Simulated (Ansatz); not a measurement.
# Cu16CO: the cost of one run

Program: Ansatz 0.2.0. Level of theory: DFT PBE, scalar-relativistic, plane waves, PAW, and further levels as typed in the inputs. These are calculated values, not measurements.

## Step 1: The starting structure

Symmetry: Cm, No. 8, monoclinic system. The conventional cell has a = 8.855 Å, b = 5.112 Å, c = 24.261 Å, α = 90.00°, β = 90.00°, γ = 90.00°. Around Cu (site symmetry 1) lie 9 Cu at 2.56 Å. Cu (site symmetry m) has 9 Cu at 2.56 Å as nearest neighbours. Cu (site symmetry m) has 12 Cu at 2.56 Å as nearest neighbours. Around Cu (site symmetry 1) lie 12 Cu at 2.56 Å. Only part of the 14 independent sites is listed.

Coordinates:

```
CELL_PARAMETERS angstrom
5.11238 0.00000 0.00000
2.55619 4.42745 0.00000
0.00000 0.00000 24.26136
ATOMIC_POSITIONS crystal
Cu 0.00000 0.00000 0.37096
Cu 0.50000 0.00000 0.37096
Cu 0.00000 0.50000 0.37096
Cu 0.50000 0.50000 0.37096
Cu 0.16667 0.16667 0.45699
Cu 0.66667 0.16667 0.45699
Cu 0.16667 0.66667 0.45699
Cu 0.66667 0.66667 0.45699
Cu 0.83333 0.33333 0.54301
Cu 0.33333 0.33333 0.54301
Cu 0.83333 0.83333 0.54301
Cu 0.33333 0.83333 0.54301
Cu 0.00000 0.00000 0.62904
Cu 0.50000 0.00000 0.62904
Cu 0.00000 0.50000 0.62904
Cu 0.50000 0.50000 0.62904
C 0.25000 0.00000 0.68881
O 0.25000 0.00000 0.73703
```

## Step 2: Relaxing the atoms: Cu16CO slab, no spin

File input.yaml:

```yaml
crystal:
  lattice:
    - [5.112382028, 0.0, 0.0]
    - [2.556191014, 4.4274527101, 0.0]
    - [0.0, 0.0, 24.2613636694]
  atoms:
    - { symbol: Cu, position: [0.0, 0.0, 0.3709601868] }
    - { symbol: Cu, position: [0.5, 0.0, 0.3709601868] }
    - { symbol: Cu, position: [0.0, 0.5, 0.3709601868] }
    - { symbol: Cu, position: [0.5, 0.5, 0.3709601868] }
    - { symbol: Cu, position: [0.1666666667, 0.1666666667, 0.4569867289] }
    - { symbol: Cu, position: [0.6666666667, 0.1666666667, 0.4569867289] }
    - { symbol: Cu, position: [0.1666666667, 0.6666666667, 0.4569867289] }
    - { symbol: Cu, position: [0.6666666667, 0.6666666667, 0.4569867289] }
    - { symbol: Cu, position: [-0.1666666667, 0.3333333333, 0.5430132711] }
    - { symbol: Cu, position: [0.3333333333, 0.3333333333, 0.5430132711] }
    - { symbol: Cu, position: [-0.1666666667, 0.8333333333, 0.5430132711] }
    - { symbol: Cu, position: [0.3333333333, 0.8333333333, 0.5430132711] }
    - { symbol: Cu, position: [0.0, 0.0, 0.6290398132] }
    - { symbol: Cu, position: [0.5, 0.0, 0.6290398132] }
    - { symbol: Cu, position: [0.0, 0.5, 0.6290398132] }
    - { symbol: Cu, position: [0.5, 0.5, 0.6290398132] }
    - { symbol: C, position: [0.25, 0.0, 0.688805621] }
    - { symbol: O, position: [0.25, 0.0, 0.7370304453] }
scf:
  occupations: { method: gaussian, width: 0.1 }
output:
  forces: true
  write_density: true
  write_potential: true
  elf: true
  volumetric_format: npy
hamiltonian:
  xc: pbe
kpoints:
  mp_grid: { grid: [6, 6, 1] }
efield:
  axis: 3
  dipole_correction: true
relax:
  f_tol: 0.01
  max_steps: 80
  constraints: [{ sites: [0, 1, 2, 3, 4, 5, 6, 7] }]
```

Command:

```bash
ansatz run input.yaml --threads 8 --pin off --max-ram 12288MiB --backend cpu --events-out ev --progress --plain --runs-dir out
```

Q: Estimate wall time and peak memory on 8 threads of Arm Neoverse V1, shared host.

About 7.4 min, with a peak of 4.7 GiB.
